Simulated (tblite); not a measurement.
# C5H11AsSi: the cost of one run

Programs: tblite 0.8.0 and PySCF 2.14.0, with density-fitted response routines of our own. Each step states its level of theory. These are calculated values for one molecule in the gas phase, unless marked as measured. Atoms are numbered from 0 throughout.

## (1) Starting geometry

18 atoms, charge 0, multiplicity 1; geometry from: force field or distance geometry start.

Bonds of the start (Å): C0–C1 1.32, C1–C2 1.49, C2–C3 1.51, C3–C4 1.53, C4–As5 1.98, As5–Si6 2.33, C4–C1 1.50, C0–H7 1.09, C0–H8 1.10, C2–H9 1.10, C2–H10 1.10, C3–H11 1.09, C3–H12 1.14, C4–H13 1.09, As5–H14 1.57, Si6–H15 1.48, Si6–H16 1.45, Si6–H17 1.47.

## (2) Optimising the geometry with GFN2-xTB

The job: settings as JSON, then the geometry in Å.

```
{"job": {"kind": "relax", "xc": "GFN2-xTB", "basis": "xTB"}, "charge": 0, "multiplicity": 1}
C     -2.594100    -1.321200    -0.403600
C     -1.611000    -0.544300     0.015900
C     -1.503100     0.853700     0.516300
C     -0.366000     0.361800     1.384200
C     -0.135700    -0.641000     0.254700
As     0.949900     0.276500    -1.122000
Si     3.180300     0.144300    -0.444400
H     -3.619400    -0.964300    -0.456600
H     -2.328400    -2.342300    -0.697500
H     -1.172500     1.532600    -0.287900
H     -2.378200     1.210500     1.088300
H      0.484600     1.028800     1.481300
H     -0.703000    -0.127900     2.352400
H      0.262500    -1.611100     0.553100
H      0.633300     1.814100    -1.218300
H      3.711700     1.519800    -0.303500
H      3.975300    -0.635200    -1.373200
H      3.205000    -0.548300     0.854800
```

The run is started by

```bash
$ OMP_NUM_THREADS=1 python probes_run.py task.json out
```

One launch serves the whole session: the jobs run in the order shown.

Q: Estimate the wall time and peak memory of this first job on 1 thread of Arm Neoverse N1, shared host.

About 2.6 s, with a peak of 0.18 GiB.
